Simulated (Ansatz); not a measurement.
# H10OSi4: the cost of one run

Method: DFT PBE, Gaussian basis def2-TZVP, in Ansatz 0.2.0.

## Step 1: The starting structure

Bond lengths: Si1–Si2 2.231 Å, Si1–Si3 2.235 Å, Si1–O4 1.723 Å, O4–Si5 1.721 Å, Si1–H6 1.473 Å, Si2–H7 1.470 Å, Si2–H8 1.470 Å, Si2–H9 1.470 Å, Si3–H10 1.470 Å, Si3–H11 1.470 Å, Si3–H12 1.470 Å, Si5–H13 1.470 Å, Si5–H14 1.472 Å, Si5–H15 1.472 Å. Angles (14 of 25 angles, heavy atoms first): Si2–Si1–Si3 108.2°, Si2–Si1–O4 108.7°, Si3–Si1–O4 110.1°, Si1–O4–Si5 145.0°, Si1–Si2–H7 109.3°, Si1–Si2–H8 109.4°, Si1–Si2–H9 109.2°, Si2–Si1–H6 107.7°, Si3–Si1–H6 109.9°, O4–Si1–H6 112.1°, Si1–Si3–H10 109.6°, Si1–Si3–H11 109.3°, Si1–Si3–H12 109.2°, O4–Si5–H13 109.0°.

Structure file:

```xyz
15

Si    0.0168    0.1516   -0.3840
Si    1.2145    1.8814   -1.1260
Si    1.4297   -1.3814    0.4226
O    -1.0338    0.7027    0.8651
Si   -2.6756    0.8801    1.3505
H    -0.7262   -0.4041   -1.5286
H     2.1304    1.4214   -2.1802
H     0.3095    2.9055   -1.6681
H     1.9908    2.4467   -0.0127
H     0.6724   -2.5505    0.8927
H     2.3597   -1.7906   -0.6401
H     2.1865   -0.8009    1.5415
H    -2.7160    1.4690    2.6969
H    -3.3443   -0.4300    1.3947
H    -3.3853    1.7792    0.4264
```

## Step 2: Relaxing the atoms: H10OSi4

The input, input.yaml:

```yaml
crystal:
  periodic: [false, false, false]
  atoms:
    - { symbol: Si, position_ang: [0.016848, 0.151607, -0.384011] }
    - { symbol: Si, position_ang: [1.214503, 1.881416, -1.126034] }
    - { symbol: Si, position_ang: [1.429743, -1.38143, 0.422632] }
    - { symbol: O, position_ang: [-1.0338, 0.702724, 0.865146] }
    - { symbol: Si, position_ang: [-2.675605, 0.880146, 1.350487] }
    - { symbol: H, position_ang: [-0.726241, -0.404114, -1.528562] }
    - { symbol: H, position_ang: [2.130393, 1.421447, -2.180216] }
    - { symbol: H, position_ang: [0.309456, 2.905498, -1.668101] }
    - { symbol: H, position_ang: [1.990813, 2.446669, -0.012679] }
    - { symbol: H, position_ang: [0.672411, -2.550542, 0.892659] }
    - { symbol: H, position_ang: [2.359699, -1.790612, -0.640069] }
    - { symbol: H, position_ang: [2.186463, -0.800873, 1.541478] }
    - { symbol: H, position_ang: [-2.715992, 1.469007, 2.696916] }
    - { symbol: H, position_ang: [-3.34425, -0.429979, 1.394712] }
    - { symbol: H, position_ang: [-3.385337, 1.779234, 0.426435] }
basis:
  gaussian: { orbitals: def2-TZVP }
hamiltonian:
  xc: pbe
relax:
  f_tol: 0.002
  max_steps: 300
output:
  orbitals: {}
```

Run with:

```sh
> ansatz run input.yaml --threads 4 --pin off --max-ram 8192MiB --backend cpu --events-out ev --progress --plain --runs-dir out
```

What time and memory should one allow on 4 threads of Intel Xeon Platinum 8488C (Sapphire Rapids), shared host?

About 39 s, with a peak of 0.39 GiB.
